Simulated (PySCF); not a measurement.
# A gas-phase reaction: AsH3O3 + BrH → AsBrH2O2 + H2O

What reaction energy should one expect for `O[As](O)O` + `Br` → `O[As](O)Br` + `O`?

Programs: PySCF 2.14.0. All values are calculated, for the isolated system unless a continuum is named. Atoms count from 0, parts from 1.

## 1. The system as given

Each species was relaxed by itself at PBE0-D3(BJ)/def2-SVPD.

## 2. Energies of the species: wB97M-D3(BJ)/def2-TZVPD

What the job is given:

```
{"job": {"kind": "react", "xc": "wB97M-D3(BJ)", "basis": "def2-TZVPD"}, "charge": 0, "multiplicity": 1}
-1 AsH3O3 charge 0 multiplicity 1
O     -1.463250     0.617540    -0.264070
As     0.300070     0.854670    -0.357420
O      0.521470    -0.855960    -0.898450
O      0.728190     0.685560     1.364110
H     -1.681050    -0.297700    -0.486650
H      1.432300    -1.068250    -1.126500
H      0.216550    -0.005660     1.804900

-1 BrH charge 0 multiplicity 1
Br     0.714990     0.006450    -0.005010
H     -0.708700    -0.003210     0.004330

+1 AsBrH2O2 charge 0 multiplicity 1
O     -1.614530    -0.243890     0.397350
As    -0.044720     0.358220     0.934660
O      0.908210    -0.932050     0.139150
Br     0.417280     2.054240    -0.689540
H     -1.558510    -0.673050    -0.468150
H      1.675120    -0.589110    -0.336300

+1 H2O charge 0 multiplicity 1
O     -0.000900     0.389290    -0.009110
H     -0.762430    -0.196400     0.004880
H      0.763360    -0.192850     0.004210
```

Level: wB97M-D3(BJ)/def2-TZVPD reaction energy of separated species, gas phase.

The run is started by

```bash
OMP_NUM_THREADS=1 python cluster_run.py task.json out
```

One launch serves the whole session: the jobs run in the order shown.

**Question.** The jobs that follow are: PBE0-D3(BJ)/def2-TZVPD reaction energy of separated species, gas phase. Predict: reaction energy (wB97M-D3(BJ)/def2-TZVPD); ΔH, ΔG at 298 K (xTB thermal terms). Thermal terms come from harmonic xTB runs on each species.

**Answer**, as computed:

```
                                                quantity                     value
               reaction energy (wB97M-D3(BJ)/def2-TZVPD)            -8.18 kcal/mol
                     ΔH, ΔG at 298 K (xTB thermal terms)       -6.1, -6.2 kcal/mol
range of the reaction energy over the runs of this table  -10.93 to -8.18 kcal/mol
```

The reaction is exothermic by 6.1 kcal/mol in the gas phase; dispersion gives -0.15, and xTB itself gave -12.87 for the electronic energy (xTB energies and thermal terms come from the earlier relaxation of each species, not shown). No barrier was sought. The reaction energy runs from -10.93 (PBE0-D3(BJ)/def2-TZVPD) to -8.18 kcal/mol (wB97M-D3(BJ)/def2-TZVPD).
